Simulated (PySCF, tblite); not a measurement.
**B3H2O3−, a small gas-phase stand-in for a defect centre (boron oxide ring): NMR shifts, core binding energies and electronic excitations**

Aim: the NMR shifts, core binding energies and electronic excitations of `[B]1OBOBO1`. It is drawn as: dangling bond, charged.

Programs: tblite 0.8.0 and PySCF 2.14.0. All values are calculated, for the isolated system unless a continuum is named. Atoms count from 0, parts from 1.

## 1. Starting point

8 atoms, charge -1, multiplicity 1; geometry: distance geometry start.

## 2. Relaxing the cluster with GFN2-xTB

The job: settings as JSON, then the geometry in Å.

```
{"job": {"kind": "relax", "xc": "GFN2-xTB", "basis": "xTB"}, "charge": -1, "multiplicity": 1}
O      1.495807     0.379766     0.898821
B      1.899678     1.492302    -0.048852
O      1.351059     1.463423    -1.472894
B      0.430383     0.421847    -2.006285
O     -0.021467    -0.691688    -1.101619
B      0.541154    -0.676460     0.333564
H      2.014212     2.542252     0.426256
H     -0.402493     0.812583    -2.724022
```

Level: GFN2-xTB geometry optimisation, gas phase.

Run with:

```bash
> OMP_NUM_THREADS=1 python cluster_run.py task.json out
```

One launch serves the whole session: the jobs run in the order shown.

What it wrote:

```text
step      E/eV     max force
  0    -467.69632    4.791
  1    -468.82074    3.621
  2    -468.92441    8.414
  3    -469.70380    1.419
  4    -469.82590    0.797
  5    -469.92205    0.904
  6    -469.95991    0.706
  7    -470.00158    0.510
  8    -470.02298    0.531
  9    -470.05084    0.560
 10    -470.06808    0.461
 11    -470.09086    0.519
 12    -470.11038    0.534
 13    -470.12687    0.407
 14    -470.13741    0.261
 15    -470.14186    0.141
 16    -470.14294    0.073
 17    -470.14338    0.073
 18    -470.14375    0.069
 19    -470.14428    0.085
 20    -470.14511    0.120
 21    -470.14623    0.129
 22    -470.14734    0.092
 23    -470.14819    0.089
 24    -470.14889    0.069
 25    -470.14956    0.083
 26    -470.15008    0.063
 27    -470.15051    0.069
 28    -470.15096    0.069
 29    -470.15143    0.060
 30    -470.15176    0.050
 31    -470.15187    0.019
 32    -470.15189    0.006
```

Run time: 0.42 s. Hardware: 1 thread of Arm Neoverse V1, shared host.

Step by step:

```
step  energy from step 0 (eV)  largest force (eV/Å)
   0                   0.0000                4.7913
   1                  -1.1244                3.6212
   2                  -1.2281                8.4146
   3                  -2.0075                1.4195
   4                  -2.1296                0.7970
   5                  -2.2257                0.9048
   6                  -2.2636                0.7064
   7                  -2.3053                0.5093
   8                  -2.3267                0.5313
   9                  -2.3545                0.5596
  10                  -2.3718                0.4613
  11                  -2.3945                0.5184
  12                  -2.4141                0.5337
  13                  -2.4305                0.4067
  14                  -2.4411                0.2621
  15                  -2.4455                0.1406
  16                  -2.4466                0.0736
  17                  -2.4471                0.0735
  18                  -2.4474                0.0690
  19                  -2.4480                0.0845
  20                  -2.4488                0.1198
  21                  -2.4499                0.1289
  22                  -2.4510                0.0927
  23                  -2.4519                0.0890
  24                  -2.4526                0.0695
  25                  -2.4532                0.0822
  26                  -2.4538                0.0632
  27                  -2.4542                0.0682
  28                  -2.4546                0.0690
  29                  -2.4551                0.0598
  30                  -2.4554                0.0506
  31                  -2.4555                0.0189
  32                  -2.4556                0.0066
```

Distances of close pairs at the start and the end, largest changes first:

```
 bond  before (Å)  after (Å)  change (Å)
O0–B1       1.516      1.308      -0.208
B3–O4       1.504      1.308      -0.196
B1–O2       1.526      1.386      -0.140
O2–B3       1.489      1.386      -0.103
B1–H6       1.158      1.213      +0.054
B3–H7       1.167      1.213      +0.046
O4–B5       1.542      1.498      -0.044
O0–B5       1.532      1.497      -0.035
```

## 3. Relaxing the molecule at PBE0-D3(BJ)/def2-SVP

The job: settings as JSON, then the geometry in Å.

```
{"job": {"xc": "PBE0", "basis": "def2-SVP", "d3": "d3bj", "grid": 2, "kind": "geom", "shake": 0.01}, "charge": -1, "multiplicity": 1}
O      0.536223    -0.322940     1.430856
B      0.697470     0.736913     0.652289
O      0.157728     0.883419    -0.628523
B     -0.558767    -0.183936    -1.046840
O     -0.832181    -1.267412    -0.347100
B     -0.303398    -1.488222     1.042501
H      1.387590     1.673517     1.032153
H     -1.038589    -0.059892    -2.163235
```

What it wrote:

```text
step   0  E = -301.07230977  max force = 0.030510
step   1  E = -301.07542757  max force = 0.009271
step   2  E = -301.07613971  max force = 0.002994
step   3  E = -301.07646248  max force = 0.002673
step   4  E = -301.07664778  max force = 0.001674
step   5  E = -301.07666879  max force = 0.000934
step   6  E = -301.07667125  max force = 0.000224
optimisation converged
```

It took 26 s on 1 thread of Arm Neoverse V1, shared host; peak memory 0.5 GiB.

Step by step:

```
step  energy from step 0 (eV)  largest force component (eV/Å)
   0                   0.0000                          1.5689
   1                  -0.0848                          0.4767
   2                  -0.1042                          0.1540
   3                  -0.1130                          0.1375
   4                  -0.1180                          0.0861
   5                  -0.1186                          0.0480
   6                  -0.1187                          0.0115
```

Close pairs (by a distance rule), those that changed most:

```
 bond  before (Å)  after (Å)  change (Å)
O2–B3       1.352      1.384      +0.032
O4–B5       1.503      1.474      -0.029
B3–O4       1.318      1.337      +0.019
O0–B5       1.488      1.473      -0.015
B1–O2       1.398      1.384      -0.013
O0–B1       1.325      1.337      +0.012
B1–H6       1.224      1.223      -0.001
B3–H7       1.221      1.223      +0.001
```

The final coordinates are the input of the step that follows.

```
                         at the end point                value
  point group (found at 0.08 Å tolerance)                  C2v
rotational constants (GHz, main isotopes)  5.988, 5.890, 2.969
```

## 4. Nuclear shieldings: PBE0/aug-pcSseg-2

The job: settings as JSON, then the geometry in Å.

```
{"job": {"kind": "nmr", "xc": "PBE0", "basis": "aug-pcSseg-2"}, "charge": -1, "multiplicity": 1}
O      0.257175    -0.230148     1.486701
B      0.497474     0.846285     0.731091
O      0.205028     0.882213    -0.621446
B     -0.356921    -0.269609    -1.144062
O     -0.599797    -1.351011    -0.395986
B     -0.323813    -1.509306     1.043335
H      0.992776     1.856713     1.209147
H     -0.625656    -0.253662    -2.336649
```

Method: GIAO PBE0/aug-pcSseg-2 NMR shielding, non-relativistic, gas phase.

What it wrote:

```text
coarse grid: 7760 points
cycle   1  E = -301.2039277577  dE =  9.305e-01  |g| = 1.076e+00  |ddm| = 4.517e+00
cycle   2  E = -300.0589289174  dE =  1.145e+00  |g| = 2.086e+00  |ddm| = 1.337e+03
cycle   3  E = -301.3587400214  dE = -1.300e+00  |g| = 4.587e-01  |ddm| = 1.337e+03
cycle   4  E = -301.4247719269  dE = -6.603e-02  |g| = 1.085e-01  |ddm| = 2.286e+00
cycle   5  E = -301.4281779821  dE = -3.406e-03  |g| = 8.547e-02  |ddm| = 9.388e-01
cycle   6  E = -301.4294756628  dE = -1.298e-03  |g| = 1.374e-02  |ddm| = 6.860e-01
cycle   7  E = -301.4295151292  dE = -3.947e-05  |g| = 4.239e-03  |ddm| = 2.529e-01
cycle   8  E = -301.4295196953  dE = -4.566e-06  |g| = 1.014e-03  |ddm| = 6.497e-02
final grid: 77992 points
cycle   9  E = -301.4262974906  dE = -1.047e-04  |g| = 6.728e-03  |ddm| = 4.769e-01
cycle  10  E = -301.4262892713  dE =  8.219e-06  |g| = 9.664e-03  |ddm| = 4.721e-02
cycle  11  E = -301.4263047501  dE = -1.548e-05  |g| = 6.986e-04  |ddm| = 1.755e-02
cycle  12  E = -301.4263048074  dE = -5.727e-08  |g| = 4.766e-04  |ddm| = 4.737e-03
cycle  13  E = -301.4263048496  dE = -4.222e-08  |g| = 8.497e-05  |ddm| = 1.378e-03
cycle  14  E = -301.4263048511  dE = -1.545e-09  |g| = 1.897e-05  |ddm| = 7.319e-04
cycle  15  E = -301.4263048512  dE = -9.629e-11  |g| = 5.980e-06  |ddm| = 2.426e-04
converged SCF energy = -301.4263048512

GIAO shielding tensors (ppm)
atom      isotropic    diamagn.    paramagn.     s11        s22        s33       span
  0 O       22.142     411.083    -388.941   -251.277     70.715    246.987    498.264
  1 B       77.586     190.098    -112.511     61.305     77.737     93.718     32.413
  2 O      109.932     382.118    -272.186    -86.915     98.330    318.382    405.298
  3 B       77.552     190.072    -112.520     61.221     77.743     93.693     32.472
  4 O       21.804     411.066    -389.262   -252.022     70.593    246.842    498.864
  5 B       33.745     207.921    -174.177    -76.603     77.641    100.196    176.799
  6 H       26.796      27.865      -1.069     23.419     26.973     29.996      6.577
  7 H       26.795      27.859      -1.065     23.417     26.974     29.993      6.577
```

Wall time 46 s (1 thread of Arm Neoverse V1, shared host); peak memory 1.3 GiB.

No reference compound was run at this level, so shieldings alone are listed. Atoms listed in one row are averaged.

```
 atoms                        environment  σ (ppm)
H6, H7  hydrogen on a boron bonded to 2 O    26.80
O0, O4               oxygen bonded to 2 B     22.0
    O2               oxygen bonded to 2 B    109.9
    B5                boron bonded to 2 O     33.7
B1, B3             boron bonded to 2 O, H     77.6
```

The run also stored atomic charges by several schemes (e):

```
 atoms    IAO  Hirshfeld  ESP fit
O0, O4  -0.45      -0.29    -0.19
B1, B3   0.36       0.18     1.02
    O2  -0.49      -0.26    -0.80
    B5  -0.22      -0.34    -1.11
```

Mulliken charges and Mayer bond orders break down with diffuse functions, so they are left out here.

With diffuse functions Mulliken charges and Mayer bond orders lose their meaning; the other schemes are steadier.

Ring of atoms O0, B1, O2, B3, O4, B5: NICS(0) 0.3, NICS(1) -2.2, NICS(1)zz -1.5 ppm (means of both faces).

## 5. Core-electron binding energies: SCAN, X2C

The job, as its differences from that of step 4:

```diff
@@ -1,2 +1,2 @@
-{"job": {"kind": "nmr", "xc": "PBE0", "basis": "aug-pcSseg-2"}, "charge": -1, "multiplicity": 1}
+{"job": {"kind": "xps", "holes": 5, "basis": "aug-pcX-2", "basis_other": "aug-pcseg-1"}, "charge": -1, "multiplicity": 1}
 O      0.257175    -0.230148     1.486701
```

Method: delta-SCF UKS SCAN, aug-pcX-2 on the ionised atom, aug-pcseg-1 elsewhere, spin-free X2C.

What it wrote:

```text
ground state, core basis on atom 1 (B), 194 functions
  cycle   1  E = -301.44536182  |g| = 1.04e+00
  cycle   2  E = -299.95365626  |g| = 2.39e+00
  cycle   3  E = -301.59698621  |g| = 4.65e-01
  cycle   4  E = -301.66480189  |g| = 1.39e-01
  cycle   5  E = -301.66771555  |g| = 1.04e-01
  cycle   6  E = -301.67010794  |g| = 1.60e-02
  cycle   7  E = -301.67017583  |g| = 7.54e-03
  cycle   8  E = -301.67019291  |g| = 2.15e-03
  cycle   9  E = -301.67019361  |g| = 1.60e-03
  cycle  10  E = -301.67019505  |g| = 3.32e-04
  E(ground) = -301.68386341 Eh
hole in B 1s of atom 1
  cycle   1  E = -294.17510917  |g| = 1.17e+00
  cycle   2  E = -292.65556731  |g| = 1.89e+00
  cycle   3  E = -294.34329019  |g| = 6.12e-01
  cycle   4  E = -293.95534930  |g| = 7.69e-01
  cycle   5  E = -294.50584400  |g| = 3.29e-01
  cycle   6  E = -294.57925321  |g| = 2.61e-01
  cycle   7  E = -294.59948108  |g| = 1.97e-01
  cycle   8  E = -294.60902740  |g| = 1.58e-01
  cycle   9  E = -294.62445682  |g| = 5.98e-02
  cycle  10  E = -294.62627723  |g| = 2.42e-02
  cycle  11  E = -294.62666546  |g| = 8.46e-03
  cycle  12  E = -294.62671393  |g| = 2.63e-03
  cycle  13  E = -294.62671587  |g| = 1.96e-03
  cycle  14  E = -294.62671785  |g| = 4.84e-04
  E(ion) = -294.64066849 Eh   <S^2> = 1.7802   hole on atom = 1.000   binding energy = 191.655 eV
ground state, core basis on atom 2 (O), 194 functions
  cycle   1  E = -301.70355297  |g| = 1.09e-01
  cycle   2  E = -301.70148114  |g| = 1.24e-01
  cycle   3  E = -301.70360576  |g| = 5.56e-02
  cycle   4  E = -301.70412379  |g| = 1.40e-02
  cycle   5  E = -301.70416447  |g| = 8.04e-04
  cycle   6  E = -301.70416643  |g| = 2.86e-04
  E(ground) = -301.71363261 Eh
hole in O 1s of atom 2
  cycle   1  E = -281.23829771  |g| = 2.23e+00
  cycle   2  E = -279.69968211  |g| = 2.54e+00
  cycle   3  E = -281.65224543  |g| = 8.36e-01
  cycle   4  E = -281.33426512  |g| = 8.09e-01
  cycle   5  E = -281.98132842  |g| = 3.45e-01
  cycle   6  E = -282.04016846  |g| = 2.02e-01
  cycle   7  E = -282.06119012  |g| = 8.11e-02
  cycle   8  E = -282.06335820  |g| = 4.58e-02
  cycle   9  E = -282.06416325  |g| = 9.62e-03
  cycle  10  E = -282.06420961  |g| = 2.55e-03
  cycle  11  E = -282.06422290  |g| = 1.25e-03
  cycle  12  E = -282.06423255  |g| = 1.47e-03
  cycle  13  E = -282.06421411  |g| = 1.21e-03
  cycle  14  E = -282.06420305  |g| = 6.02e-04
  cycle  15  E = -282.06420336  |g| = 2.95e-04
  E(ion) = -282.07511753 Eh   <S^2> = 0.7621   hole on atom = 1.000   binding energy = 534.391 eV
ground state, core basis on atom 4 (O), 194 functions
  cycle   1  E = -301.70119196  |g| = 1.42e-01
  cycle   2  E = -301.69352428  |g| = 2.30e-01
  cycle   3  E = -301.70301778  |g| = 4.13e-02
  cycle   4  E = -301.70325861  |g| = 2.17e-02
  cycle   5  E = -301.70335177  |g| = 1.47e-03
  cycle   6  E = -301.70335331  |g| = 3.50e-04
  E(ground) = -301.71341149 Eh
hole in O 1s of atom 4
  cycle   1  E = -281.26588658  |g| = 2.23e+00
  cycle   2  E = -280.62571526  |g| = 2.31e+00
  cycle   3  E = -281.98410904  |g| = 5.77e-01
  cycle   4  E = -282.01942647  |g| = 4.65e-01
  cycle   5  E = -282.10289492  |g| = 6.86e-02
  cycle   6  E = -282.10448241  |g| = 1.15e-02
  cycle   7  E = -282.10453177  |g| = 6.42e-03
  cycle   8  E = -282.10454181  |g| = 4.10e-03
  cycle   9  E = -282.10454865  |g| = 7.66e-04
  cycle  10  E = -282.10454951  |g| = 3.84e-04
  E(ion) = -282.11518746 Eh   <S^2> = 0.7633   hole on atom = 1.000   binding energy = 533.295 eV
ground state, core basis on atom 5 (B), 194 functions
  cycle   1  E = -301.66567963  |g| = 1.01e-01
  cycle   2  E = -301.66130140  |g| = 1.76e-01
  cycle   3  E = -301.66715279  |g| = 2.03e-02
  cycle   4  E = -301.66718006  |g| = 1.62e-02
  cycle   5  E = -301.66724565  |g| = 1.39e-03
  cycle   6  E = -301.66724577  |g| = 4.74e-04
  E(ground) = -301.68303578 Eh
hole in B 1s of atom 5
  cycle   1  E = -294.20454535  |g| = 1.15e+00
  cycle   2  E = -291.60731743  |g| = 2.24e+00
  cycle   3  E = -294.49105856  |g| = 5.26e-01
  cycle   4  E = -294.57736207  |g| = 3.99e-01
  cycle   5  E = -294.62969808  |g| = 1.50e-01
  cycle   6  E = -294.63837290  |g| = 3.64e-02
  cycle   7  E = -294.63885118  |g| = 1.65e-02
  cycle   8  E = -294.63894812  |g| = 3.65e-03
  cycle   9  E = -294.63895280  |g| = 2.42e-03
  cycle  10  E = -294.63895444  |g| = 1.07e-03
  cycle  11  E = -294.63895670  |g| = 3.81e-04
  E(ion) = -294.65408607 Eh   <S^2> = 0.7683   hole on atom = 1.000   binding energy = 191.267 eV
```

It took 32 s on 1 thread of Arm Neoverse V1, shared host; peak memory 0.67 GiB.

The holes in one table. −ε is the ground-state orbital energy:

```
     hole  stands for             environment          ΔSCF (eV)  −ε (eV)   ⟨S²⟩
B1s on B1      B1, B3  boron bonded to 2 O, H  191.66 (doubtful)    177.0  1.780
O1s on O2          O2    oxygen bonded to 2 B             534.39    512.9  0.762
O1s on O4      O0, O4    oxygen bonded to 2 B             533.29    512.1  0.763
B1s on B5          B5     boron bonded to 2 O             191.27    176.2  0.768
```

Each hole run stands for the others of its class of like atoms.

Doubtful: the ion did not converge, its hole moved, or its ⟨S²⟩ is well above 0.75.

## 6. Excited states and response: CAM-B3LYP/def2-SVPD

The job, as its differences from that of step 5:

```diff
@@ -1,2 +1,2 @@
-{"job": {"kind": "xps", "holes": 5, "basis": "aug-pcX-2", "basis_other": "aug-pcseg-1"}, "charge": -1, "multiplicity": 1}
+{"job": {"kind": "uv", "xc": "CAM-B3LYP", "basis": "def2-SVPD", "nstates": 6, "ntriplets": 2, "ip": true}, "charge": -1, "multiplicity": 1}
 O      0.257175    -0.230148     1.486701
```

Method: TDDFT CAM-B3LYP/def2-SVPD, vertical, gas phase, core orbitals frozen in the response.

What it wrote:

```text
coarse grid: 7760 points
cycle   1  E = -301.0322215589  dE =  9.874e-01  |g| = 1.065e+00  |ddm| = 4.472e+00
cycle   2  E = -300.8899047490  dE =  1.423e-01  |g| = 1.436e+00  |ddm| = 7.431e+00
cycle   3  E = -301.2662120065  dE = -3.763e-01  |g| = 7.782e-02  |ddm| = 3.977e+00
cycle   4  E = -301.2668173583  dE = -6.054e-04  |g| = 7.179e-02  |ddm| = 5.452e-01
cycle   5  E = -301.2677847212  dE = -9.674e-04  |g| = 8.497e-03  |ddm| = 1.761e-01
cycle   6  E = -301.2678109599  dE = -2.624e-05  |g| = 1.785e-03  |ddm| = 2.047e-01
cycle   7  E = -301.2678131184  dE = -2.159e-06  |g| = 5.403e-04  |ddm| = 8.815e-02
final grid: 77992 points
cycle   8  E = -301.3351410163  dE = -3.901e-05  |g| = 2.465e-03  |ddm| = 9.928e-02
cycle   9  E = -301.3351413514  dE = -3.351e-07  |g| = 2.552e-03  |ddm| = 5.103e-02
cycle  10  E = -301.3351424875  dE = -1.136e-06  |g| = 3.219e-04  |ddm| = 3.794e-03
cycle  11  E = -301.3351425127  dE = -2.521e-08  |g| = 8.948e-05  |ddm| = 4.064e-03
cycle  12  E = -301.3351425154  dE = -2.711e-09  |g| = 4.554e-05  |ddm| = 3.398e-03
cycle  13  E = -301.3351425159  dE = -4.353e-10  |g| = 1.515e-05  |ddm| = 7.841e-04
converged SCF energy = -301.3351425159

Static polarisability (au): isotropic 76.118, principal 67.347 75.264 85.742

Singlet excitations
state   eV       nm        f      main configurations
  1   3.1508    393.5   0.00001   H->L+2 0.98
  2   3.1799    389.9   0.00659   H->L 0.97
  3   3.2502    381.5   0.04608   H->L+3 0.81, H->L+5 0.16
  4   3.5074    353.5   0.01739   H->L+1 0.97
  5   4.2214    293.7   0.12718   H->L+5 0.81, H->L+3 0.15
  6   4.2659    290.6   0.09453   H->L+4 0.95

Triplet excitations (Tamm-Dancoff, eV): 1.6018 2.8841
Vertical ionisation energy (delta-SCF) = 1.5239 eV
```

Wall time 19 s (1 thread of Arm Neoverse V1, shared host); peak memory 0.71 GiB.

The orbitals next to the gap, with their largest atomic shares:

```
orbital     eV                      atoms
 HOMO−3  -7.13  O2 47 %, O4 18 %, O0 18 %
 HOMO−2  -7.07   O4 40 %, O0 38 %, B3 8 %
 HOMO−1  -5.53   O4 32 %, O0 32 %, B3 8 %
   HOMO  -0.87  B5 65 %, O0 15 %, O4 15 %
   LUMO   4.24  B1 39 %, B3 38 %, O2 12 %
 LUMO+1   4.57   B3 36 %, B1 36 %, H7 7 %
 LUMO+2   5.05  B1 28 %, B3 27 %, O2 10 %
```

With each of the 6 states as a Gaussian band of 0.4 eV half-width at 1/e, the curve within the window shown has maxima at 375 nm (ε 2,700), 293 nm (ε 9,000) L/(mol cm). Beyond the last state computed it falls off for lack of states. The curve at chosen wavelengths:

(nm, ε (L/mol/cm)): (272, 4634), (281, 7338), (289, 8790), (298, 8712), (306, 7416), (315, 5460), (323, 3942), (332, 2843), (340, 2405), (349, 2331), (358, 2464), (366, 2598), (375, 2658), (383, 2596), (392, 2400), (400, 2144), (409, 1806), (418, 1458), (426, 1168), (435, 882), (443, 671), (452, 481), (460, 352), (469, 243), (477, 172), (486, 115)

Ground-state properties from the same run:

```
           property  computed
polarisability (Å³)     11.28
 HOMO–LUMO gap (eV)      5.11
      −ε(HOMO) (eV)      0.87
```

## 7. Summary of results

```
                                                                     quantity                                             value
                                                                  point group                                               C2v
                                         rotational constants (main isotopes)                              5.99, 5.89, 2.97 GHz
shieldings of H, O, B (PBE0/aug-pcSseg-2, a mean where the table joins atoms)  H6 26.8, O0 22.0, O2 109.9, B5 33.7, B1 77.6 ppm
                                         O1s binding energies, SCAN/aug-pcX-2                           O2 534.39, O4 533.29 eV
             B1s binding energies, SCAN/aug-pcX-2 (standing for 1 of 3 atoms)                                      B5 191.27 eV
                                         lowest singlet (CAM-B3LYP/def2-SVPD)                       3.15 eV (394 nm), f = 0.000
                                     brightest single state of those computed                       state 5, 4.22 eV, f = 0.127
                                                               lowest triplet                                           1.60 eV
                                            vertical ionisation energy (ΔSCF)                                           1.52 eV
```

In words: The start of the PBE0/def2-SVP relaxation was shaken at random by about 0.01 Å, so part of the energy gained, and of the first lengths quoted, undoes that. The optimisation took 6 steps and gained 0.119 eV; among the close pairs (by a distance rule), O2–B3 changed most, from 1.352 to 1.384 Å (PBE0/def2-SVP). No frequency check was run at this level, so the end point may be a saddle. At PBE0/aug-pcSseg-2: The widest tensor belongs to O0, O4: span 499 ppm, with a paramagnetic part of -389 ppm. At SCAN/aug-pcX-2: The O1s levels kept as sound span 1.10 eV, from O4 (oxygen bonded to 2 B) up to O2 (oxygen bonded to 2 B). The first singlet state (HOMO→LUMO+2 0.98) lies at 3.15 eV and is dark; of the 6 states computed, the strongest absorption comes from state 5 at 4.22 eV (the last state computed absorbs too, and its partners may lie past the list). The lowest triplet lies 1.55 eV below the lowest singlet (triplets in Tamm-Dancoff, singlets in full TDDFT). In the gas-phase run even the lowest singlet lies above the computed detachment energy of this anion, so its states are not to be taken as bound. At CAM-B3LYP/def2-SVPD, all states lie near or above the ionisation energy, where they hang on the basis. ΔSCF puts the ionisation energy at 1.52 eV, 0.65 eV above −ε(HOMO).

The anion's highest level is positive in at least one run, so there the basis alone may hold the extra electron.
